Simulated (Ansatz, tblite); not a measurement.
# SiSO with GFN2-xTB from a Python script

These are simulated results from tblite 0.8.0, not measurements. The cell was built from a prototype and was relaxed with r2SCAN in plane waves (Ansatz 0.2.0). It may be hypothetical. It is a single sheet, repeated along a and b, with vacuum along c. All runs are without spin polarisation.

In-plane lattice: a = 2.990 Å, b = 2.990 Å, γ = 120.0°; thickness between the outer nuclei 2.22 Å. Si is surrounded by 3 O at 1.93 Å and 3 S at 2.20 Å; O is surrounded by 3 Si at 1.93 Å; S is surrounded by 3 Si at 2.20 Å.

tblite solves periodic systems at the zone centre alone, so the script builds a cluster of 4×4×1 conventional cells (48 atoms), which folds in a coarse mesh of k points.

run.py reads:

```python
import json
from ase import Atoms
from ase.build import make_supercell
from ase.units import Bohr, GPa, Hartree
from tblite.interface import Calculator

atoms = Atoms(['Si', 'O', 'S'],
              cell=[[2.990293, -0.0, -0.0], [-1.495147, 2.58967, 0.0], [-0.0, 0.0, 28.405976]],
              scaled_positions=[[0.0, 0.0, 0.322733], [0.333333, 0.666667, 0.35292], [0.666667, 0.333333, 0.274851]],
              pbc=True)
cluster = make_supercell(atoms, [[4, 0, 0], [0, 4, 0], [0, 0, 1]])
calc = Calculator('GFN2-xTB', cluster.numbers, cluster.positions / Bohr, lattice=cluster.cell[:] / Bohr, periodic=cluster.pbc)
calc.set('temperature', 0.02 / Hartree)
calc.set('max-iter', 150)
res = calc.singlepoint()
levels = res.get('orbital-energies') * Hartree
nv = round(res.get('orbital-occupations').sum() / 2)
cells = len(cluster) // len(atoms)
out = {'energy_per_cell': res.get('energy') * Hartree / cells, 'homo': levels[nv - 1], 'lumo': levels[nv],
       'stress': (-res.get('virial') * Hartree / cluster.get_volume() / GPa).tolist(), 'charges': res.get('charges')[:len(atoms)].tolist(), 'electrons': 2 * nv / cells}
json.dump(out, open('results.json', 'w'))
for key, value in out.items():
    print(key, value)
```

Command: `python run.py`. It took 2 s on 1 thread of Arm Neoverse V1 (shared host), peak memory 0.11 GiB.

Output:

```
------------------------------------------------------------
  cycle        total energy    energy error   density error
------------------------------------------------------------
      1     -136.8233855281  -1.3714327E+02   5.3624081E-01
      2     -142.7047856134  -5.8814001E+00   6.1086729E-01
      3     -146.0773875696  -3.3726020E+00   3.8826096E-01
      4     -141.8415816755   4.2358059E+00   3.6855507E-01
      5     -146.1198227344  -4.2782411E+00   1.1531009E-01
      6     -146.1996808185  -7.9858084E-02   3.2990000E-02
      7     -146.2191854131  -1.9504595E-02   3.1051238E-02
      8     -146.2462804715  -2.7095058E-02   3.9879415E-03
      9     -146.2465009443  -2.2047279E-04   1.2137887E-03
     10     -146.2465479727  -4.7028334E-05   1.0315383E-03
     11     -146.2465626164  -1.4643747E-05   6.9202093E-05
     12     -146.2465626914  -7.4963566E-08   9.3914685E-05
     13     -146.2465628128  -1.2138744E-07   2.7085721E-05
     14     -146.2465628202  -7.4475111E-09   3.4593220E-06
------------------------------------------------------------

 total:                                   1.284 sec
energy_per_cell -248.72322972736205
homo -12.361509681487725
lumo -9.716887175587054
stress [[-0.8024485530634541, -1.8420142479472518e-06, 1.9219843409647854e-05], [-1.842014247825594e-06, -0.8024582847685576, -1.0763794916016033e-05], [1.9219843409624675e-05, -1.0763794915962705e-05, -0.5130943500220139]]
charges [0.7581185509682802, -0.5044520062788809, -0.25366700049436686]
electrons 16.0
```

The cycle table is in hartree for the whole cluster, and the lines after it are in eV (the energy for one cell). The printed stress is in GPa and positive in compression, and the pressure is its mean diagonal, here averaged over the vacuum too.

GFN2-xTB gives a gap of 2.64 eV. On the same cell, plane-wave PBE (Ansatz, 12×12×1 k points and the special points) gives a gap of 1.35 eV and r2SCAN a gap of 1.85 eV; on shared hosts these took about 10 and 25 core-seconds on the 3-atom cell, against 2 for the script. Semilocal gaps usually lie below measured ones. xTB was fitted to molecules, so gaps, charges and pressures of solids can be far off, and the gap also depends on the size of the cluster.

xTB was fitted mostly to molecules, and a small cluster samples few k points, so gaps, pressures and kinks along a curve can be far from a solid's.
